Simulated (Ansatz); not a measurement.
# MgSc, space group Pm-3m: a displacement scan with seeded SCF runs

Program: the Ansatz DFT code, driven from Python.

Interactive session:
```pycon
>>> import ansatz as az
>>> import numpy as np
>>> lattice = az.Lattice.of(
...     (3.596451, 0.0, 0.0),
...     (0.0, 3.596451, 0.0),
...     (0.0, 0.0, 3.596451),
... )
>>> sites = [
...     ("Mg", (0.0, 0.0, 0.0)),
...     ("Sc", (0.5, 0.5, 0.5)),
... ]
>>> system = az.Crystal(lattice=lattice)
>>> for symbol, position in sites:
...     system = system.atom(symbol, position)
...
>>> [site.symbol for site in system.resolved().sites]
['Mg', 'Sc']
>>> start = np.array(system.resolved().sites[0].position)
>>> previous, rows = None, []
>>> for step in range(4):
...     target = start + step * 0.005 * np.eye(3)[2]
...     calc = system.move(0, to=target).calculation()
...     calc = calc.kpoints(6, 6, 6, center="gamma")
...     calc = calc.pseudopotentials("paw")
...     calc = calc.basis(450)
...     calc = calc.scf(tolerance=1e-07).functional(az.Functional.LDA)
...     calc = calc.occupations(az.OccupationsMethod.COLD, width=100 * az.meV)
...     calc = calc.forces()
...     session = calc.session()
...     if previous is not None:
...         session.seed_next_step(previous)
...     previous = session.plan(retain="density").execute()
...     rep = previous.report
...     shift = float(np.linalg.norm((target - start) @ np.array(rep["lattice"]["cell_ang"])))
...     rows.append((step, shift, rep["lagrangian_ev"], float(np.linalg.norm(rep["forces_ev_ang"][0])), rep["n_iterations"], rep["n_symmetry_ops"]))
...
True
True
True
>>> rows = [(row[0], row[1], 1000 * (row[2] - rows[0][2]), *row[3:]) for row in rows]
>>> print("          step         moved A          dE meV  force on it eV/A      iterations  symmetry operations")
          step         moved A          dE meV  force on it eV/A      iterations  symmetry operations
>>> for row in rows:
...     print(f"{str(row[0]):>14s}  {row[1]:14.4f}  {row[2]:14.3f}  {row[3]:16.4f}  {row[4]:14d}  {row[5]:19d}")
...
             0          0.0000           0.000            0.0000               5                   48
             1          0.0180           0.573            0.0638               4                    8
             2          0.0360           2.293            0.1276               4                    8
             3          0.0539           5.159            0.1913               4                    8
```

What to keep in mind:
- No spin polarisation was allowed.
- The mesh is modest for a metal, so energies can be off by several to tens of meV an atom and pressures by half a GPa or more; differences at equal mesh fare better.
- This cell is a computed structure, which may not be the phase found in nature.
- The first step keeps the crystal's symmetry; the moved atom lowers it.
- The whole script took 6.4 s on 1 thread of AMD EPYC 7R43 64-Core Processor (Zen 3) (shared host), peak memory 0.41 GiB.
